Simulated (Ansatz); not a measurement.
Task: a formation energy from the elements of CdSnTe2 and its elements, with the Python package of Ansatz (0.2.0). Give the script and its output. Level of theory (first run): r2SCAN, PAW, cutoff 650 eV, Gaussian smearing of 0.05 eV.

The script, `formation_cdsnte2.py`:
```python
'''Is CdSnTe2 bound against its elements, after relaxing atoms and volume at fixed cell shape.'''

from collections import Counter

import ansatz as az
import numpy as np


def run_phase(name, crystal):
    calc = (
        crystal.calculation()
        .functional('r2scan')
        .basis(650)
        .kpoints(spacing=0.33)
        .occupations('gaussian', width=0.05)
        .stress()
    )
    calc = calc.relax(force_tolerance=0.02, fix_cell=['shape'])
    return calc.run(threads=1, backend='cpu')


def counts(outcome):
    return Counter(site.symbol for site in outcome.lattice.sites)

def formation_energy(outcome, mu):
    n = counts(outcome)
    return (outcome.report['energy_sigma0_ev'] - sum(k * mu[element] for element, k in n.items())) / sum(n.values())


def volume_per_atom(outcome):
    return abs(np.linalg.det(outcome.lattice.cell_ang)) / len(outcome.lattice.sites)

phases = {}
cdsnte2 = (
    az.Lattice.from_parameters(7.564406, 7.564406, 7.564406, alpha=34.48138, beta=34.48138, gamma=34.48138)
    .atom('Cd', (0.0, 0.0, 0.0))
    .atom('Sn', (0.5, 0.5, 0.5))
    .atom('Te', (0.745598, 0.745598, 0.745598))
    .atom('Te', (0.254402, 0.254402, 0.254402))
)
phases['CdSnTe2'] = cdsnte2
cd = (
    az.Lattice.from_parameters(2.97887, 2.97887, 5.61765, alpha=90.0, beta=90.0, gamma=120.0)
    .atom('Cd', (1 / 3, 2 / 3, 0.25))
    .atom('Cd', (2 / 3, 1 / 3, 0.75))
)
phases['Cd'] = cd
sn = (
    az.Lattice.fcc(6.466686)
    .space_group(227, origin_choice=1)
    .atom('Sn', (0.0, 0.0, 0.5))
    .primitive()
)
phases['Sn'] = sn
te = (
    az.Lattice.from_parameters(4.454, 4.454, 5.924, alpha=90, beta=90, gamma=120)
    .space_group(152)
    .atom('Te', (0.269, 0.0, 1 / 3))
)
phases['Te'] = te

done = {}
for name, crystal in phases.items():
    done[name] = run_phase(name, crystal)
    print(f'{name}: {done[name].report["energy_sigma0_ev"]:.4f} eV, {len(done[name].lattice.sites)} atoms')

# chemical potentials of the elements at zero temperature
references = {'Cd': 'Cd', 'Sn': 'Sn', 'Te': 'Te'}
mu = {element: done[name].report['energy_sigma0_ev'] / len(done[name].lattice.sites) for element, name in references.items()}

target = done['CdSnTe2']
heat = formation_energy(target, mu)
n = counts(target)
print('cell content:', dict(n), ' volume', round(volume_per_atom(target), 3), 'A^3/atom')
print('formation energy', round(heat, 4), 'eV/atom,', round(heat * sum(n.values()), 4), 'eV per cell')
print('bound against the elements' if heat < 0 else 'unbound against the elements')
```

```console
$ python formation_cdsnte2.py
CdSnTe2: -28297.7474 eV, 4 atoms
Cd: -16536.3384 eV, 2 atoms
Sn: -12077.2482 eV, 2 atoms
Te: -20984.4617 eV, 3 atoms
cell content: {<Element.CD: 'Cd'>: 1, <Element.SN: 'Sn'>: 1, <Element.TE: 'Te'>: 2}  volume 30.106 A^3/atom
formation energy -0.3282 eV/atom, -1.3129 eV per cell
bound against the elements
```

Reading the output:
- Total energies depend on the potentials; only differences at equal settings carry meaning.
- Atoms and volume are relaxed with the cell's shape held, which in cells of lower than cubic symmetry can hide stresses and shift volumes.
- The cells come from databases of deposited and of computed structures, and not all need be stable phases.
- The compound is the structure given, not necessarily its lowest; energies are at zero temperature, with no correction for gases. A semilocal functional's error on such energies is often 0.05 to 0.1 eV an atom, and 0.1 to 0.3 eV against gases such as O2 or F2.
- Wall time of the script: 2.5 min on 1 thread of Arm Neoverse V2, on a shared host, peak memory 1 GiB.

(Lines on the test bed's own set-up are left out of the output.)
